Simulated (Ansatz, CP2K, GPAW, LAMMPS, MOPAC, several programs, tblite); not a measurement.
# K2ICl from cheap methods to r2SCAN

Aim: run K2ICl through methods of unlike cost and see what each gets, and at what price.

Computed with LAMMPS, MOPAC, tblite, CP2K, GPAW, Ansatz (versions at each run) (no spin polarisation, static lattice; gaps from single points on the cell relaxed beforehand with r²SCAN, unless a step's input says otherwise).

### Step 1. The starting structure

The structure is trigonal, space group R-3m (No. 166). The conventional cell has a = 4.715 Å, b = 4.715 Å, c = 23.291 Å, α = 90.00°, β = 90.00°, γ = 120.00°. Cl (site symmetry -3m) is surrounded by 6 K at 3.21 Å. Around I (site symmetry -3m) lie 6 K at 3.48 Å. Around K (site symmetry 3m) lie 3 Cl at 3.21 Å and 3 I at 3.48 Å.

Structure file:

```
Cl I K
1.0
     2.35742    1.36106    7.76360
    -2.35742    1.36106    7.76360
     0.00000   -2.72212    7.76360
Cl I K
1 1 2
Cartesian
  2.3574 1.3611 7.7636
  0.0000 0.0000 11.6454
  0.0000 0.0000 6.0543
  0.0000 0.0000 17.2365
```

The structure type (ordered alloy on rocksalt lattice) is imposed and need not be the compound's stable one.

**Question.** The methods are ffield.eim, PM6, PM7, GFN1-xTB (tblite), GFN2-xTB (tblite), PBE/DZVP, PBE/single-zeta, PBE/SZV, coarse PBE, GLLB-SC, PBE, r2SCAN. What gap does r2SCAN give on this cell, and which other methods (full PBE left aside) come nearest to r2SCAN and farthest in gap, volume and bulk modulus?

```
                                               quantity                                                     value
                                                 r2SCAN                     gap 4.38 eV, 37.37 Å³/atom, B₀ 15 GPa
         gap: nearest and farthest of the other methods  PBE/DZVP, coarse PBE (about 0.62 eV off); PM7 (+6.82 eV)
      volume: nearest and farthest of the other methods                        ffield.eim (-0.9 %), PM7 (+11.4 %)
bulk modulus: nearest and farthest of the other methods                       PBE/SZV (+2 %), ffield.eim (+706 %)
```

What this shows: For the gap (full PBE left aside), PBE/DZVP, coarse PBE tie for nearest to r2SCAN; PM7 is farthest. Among the 6 methods compared for the volume (full PBE left aside), ffield.eim is nearest to r2SCAN and PM7 farthest. For the bulk modulus, of the 6 methods compared (full PBE left aside), PBE/SZV comes nearest to r2SCAN and ffield.eim is farthest. A minimal basis or a coarse cutoff and mesh shifts results by its own error, so closeness to r2SCAN can be chance. Cluster runs see only the k-points that fold onto the zone centre, so their gaps can miss the band edges. GLLB-SC is compared with its derivative discontinuity added. No volume is given for PM6, PBE/single-zeta, coarse PBE, which can hide a larger miss. CPU times run from 0.14 s (ffield.eim) to 2.9 min (GLLB-SC). On this cell PBE/DZVP, PBE/single-zeta, PBE/SZV, GLLB-SC cost more than r2SCAN itself (21 s), so they are no saving here. r2SCAN is a yardstick, not the truth: it usually gives gaps below the measured ones. Spin-orbit coupling is left out throughout.
